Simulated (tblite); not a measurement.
# C4H13PSi2: the cost of one run

Computed with tblite 0.8.0 and PySCF 2.14.0, with density-fitted response routines of our own, on a single molecule, in the gas phase or a continuum. Atoms count from 0, in the outputs and in this text.

### 1 The molecule as given

20 atoms, charge 0, multiplicity 1; geometry from: force field or distance geometry start.

Bonds of the start (Å): C0–C1 1.50, C1–C2 1.52, C2–C3 1.48, C3–Si4 1.83, Si4–P5 2.22, P5–Si6 2.20, C3–C1 1.53, C0–H7 1.08, C0–H8 1.12, C0–H9 1.13, C1–H10 1.11, C2–H11 1.12, C2–H12 1.11, C3–H13 1.13, Si4–H14 1.47, Si4–H15 1.48, P5–H16 1.46, Si6–H17 1.46, Si6–H18 1.49, Si6–H19 1.46.

### 2 Relaxing the molecule with GFN2-xTB

What the job is given:

```
{"job": {"kind": "relax", "xc": "GFN2-xTB", "basis": "xTB"}, "charge": 0, "multiplicity": 1}
C     -2.174700    -0.242000    -1.664400
C     -2.072200    -0.830900    -0.283800
C     -2.287900     0.194900     0.815700
C     -0.936400    -0.373000     0.626600
Si     0.414100     0.486800    -0.255600
P      2.226900    -0.765000    -0.007900
Si     4.001600     0.511300     0.248600
H     -1.619800    -0.785800    -2.419500
H     -1.851600     0.831700    -1.613300
H     -3.284300    -0.187100    -1.875400
H     -2.342900    -1.889800    -0.104600
H     -2.843700    -0.203300     1.708800
H     -2.567400     1.209400     0.468900
H     -0.607600    -1.058200     1.462000
H      0.645400     1.871700     0.162600
H      0.155600     0.519100    -1.707700
H      1.984900    -1.629900     1.137800
H      3.608500     1.794500     0.811600
H      4.959100    -0.193200     1.138800
H      4.587200     0.749400    -1.061900
```

On the command line:

```console
> OMP_NUM_THREADS=1 python probes_run.py task.json out
```

The driver reads the jobs from task.json and runs them one after another.

Q: Estimate the wall time and peak memory of this first job on 1 thread of Intel Xeon at 2.50GHz, shared host.

About 7.1 s, with a peak of 0.18 GiB.
